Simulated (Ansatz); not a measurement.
**AlSn in Ansatz: the effect of functional**

AlSn:

```
Sn Al
1.0
     4.11241    0.00000    0.00000
    -2.05620    3.56145    0.00000
     0.00000    0.00000    3.23934
Sn Al
1 1
Cartesian
  0.0000 2.3743 1.6197
  0.0000 0.0000 0.0000
```

The cell comes from a database or a generator and needn't be the stable form of this composition.

The cell isn't the ideal one: volume scaled by 0.94.

Alike in all runs:

| Quantity | Value |
| --- | --- |
| Program | Ansatz 0.2.0 |
| Task | single point |
| Potentials or basis | Ansatz PAW |
| k mesh | 7 × 7 × 8 |
| Occupations | fermi-dirac, width 0.05 eV |
| Spin | no spin polarisation |

| functional | cutoff | pressure (GPa) |
| --- | --- | --- |
| LDA | 420 eV (not typed: the program's choice for these potentials) | 0.2 |
| PBEsol | 420 eV (not typed: the program's choice for these potentials) | 1.6 |
| r2SCAN | 500 eV (not typed: the program's choice for these potentials) | ? |

**Question.** What does the run with functional r2SCAN give?

**Answer.** Pressure 2.5 GPa.

Caveats: the PAW data sets come from PBE, with cores solved anew for the run's functional, which leaves a small shift of forces and pressure.

Runs at the PBE level aren't shown here.
